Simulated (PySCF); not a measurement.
# Ways to converge the SCF of FLa2⁺

The same problem is solved with other solver options, one edit a run.

Method: each script names its method and basis; program: PySCF 2.14.0.

1 further run of the same task is left out (it didn't finish).

### Step 1. Starting geometry

FLa2⁺: 3 atoms, charge 1, spin multiplicity 1.

Bond lengths: F1–La2 2.284 Å, F1–La3 2.284 Å, La2–La3 3.885 Å. Angles: La2–F1–La3 116.6°, F1–La2–La3 31.7°, F1–La3–La2 31.7°.

### Step 2. Base script

The input, input.py:

```python
from pyscf import gto, scf, mcscf, mrpt

mol = gto.M(
    atom='F -1.1237 0.0161 0; La 0.0769 -0.0011 1.9424; La 0.0769 -0.0011 -1.9424',
    basis='def2-svp',
    ecp={'La': 'def2-svp'},
    charge=1,
    spin=0,
    verbose=4,
)
mf = scf.RHF(mol)
mf.kernel()
mc = mcscf.CASSCF(mf, 6, 4)
mc.kernel()
mc.analyze()
mrpt.NEVPT(mc).kernel()
mf.dip_moment()
print('orbital energies (hartree):', mf.mo_energy[..., max(0, mol.nelec[1]-3):mol.nelec[0]+3].round(4))
```

The run is started by

```bash
> OMP_NUM_THREADS=1 python input.py
```

Its log is not repeated here.

It gives: E(SCF) = -161.464725 Eh, E(CAS) − E(SCF) = -0.07194 Eh, NEVPT2 = -0.45002 Eh.

The dipole of an ion depends on the origin.

### Step 3. Initial guess chk

Edit 1 changes initial guess: minao → chk.

The input, input.py:

```python
from pyscf import gto, scf, mcscf, mrpt

mol = gto.M(
    atom='F -1.1237 0.0161 0; La 0.0769 -0.0011 1.9424; La 0.0769 -0.0011 -1.9424',
    basis='def2-svp',
    ecp={'La': 'def2-svp'},
    charge=1,
    spin=0,
    verbose=4,
)
mf = scf.RHF(mol)
mf.init_guess = 'chk'
mf.kernel()
mc = mcscf.CASSCF(mf, 6, 4)
mc.kernel()
mc.analyze()
mrpt.NEVPT(mc).kernel()
mf.dip_moment()
print('orbital energies (hartree):', mf.mo_energy[..., max(0, mol.nelec[1]-3):mol.nelec[0]+3].round(4))
```

The run is started by

```bash
> OMP_NUM_THREADS=1 python input.py
```

### Step 4. Convergence threshold 0.001 hartree

Edit 2 changes convergence threshold: default → 0.001 hartree.

Changes to input.py since step 2:

```diff
@@ -11,2 +11,3 @@
 mf = scf.RHF(mol)
+mf.conv_tol = 0.001
 mf.kernel()
```

### Step 5. Smearing width 0.01 hartree

Edit 3 changes smearing width: none → 0.01 hartree; step after the SCF: nevpt2 → none.

Changes to input.py since step 2:

```diff
@@ -1,2 +1,2 @@
-from pyscf import gto, scf, mcscf, mrpt
+from pyscf import gto, scf
 
@@ -11,7 +11,4 @@
 mf = scf.RHF(mol)
+mf = scf.addons.smearing_(mf, sigma=0.01, method='fermi')
 mf.kernel()
-mc = mcscf.CASSCF(mf, 6, 4)
-mc.kernel()
-mc.analyze()
-mrpt.NEVPT(mc).kernel()
 mf.dip_moment()
```

**Question.** What will these runs give? Wanted: for each run, E(SCF); from base; gap; after the SCF.

As calculated:

| run | E(SCF) (hartree) | from base (eV) | cycles | gap (eV) | after the SCF |
| --- | --- | --- | --- | --- | --- |
| base | -161.464725 | 0 | 17 | 4.75 | NEVPT2 correlation -14.203 eV (from the SCF energy, the CASSCF gain included) |
| initial guess chk | -161.464725 | 0.0000 | 17 | 4.75 | NEVPT2 correlation -14.203 eV (from the SCF energy, the CASSCF gain included) |
| convergence threshold 0.001 hartree | -161.464599 | not comparable | 7 | 4.77 | NEVPT2 correlation -14.237 eV (from the SCF energy, the CASSCF gain included) |
| smearing width 0.01 hartree | -161.464638 | +0.0023 | 19 | n/a | n/a |

Distance from each run's final energy (log10 hartree) by cycle:

| run | cycle 1 | cycle 2 | cycle 3 | cycle 5 | cycle 8 | cycle 12 |
| --- | --- | --- | --- | --- | --- | --- |
| base | -1.0 | -1.3 | -2.1 | -2.7 | -4.1 | -6.8 |
| initial guess chk | -1.0 | -1.3 | -2.1 | -2.7 | -4.1 | -6.8 |
| convergence threshold 0.001 hartree | -1.0 | -1.3 | -2.1 | -2.7 | done | done |
| smearing width 0.01 hartree | -0.6 | -1.1 | -1.9 | -2.5 | -4.4 | -6.3 |

What this shows: No change of the SCF energy comes from initial guess chk. PySCF falls back to minao for a guess that it doesn't know or can't read, so that run repeats the base. Rows marked «poor choice» come from settings spoiled on purpose.
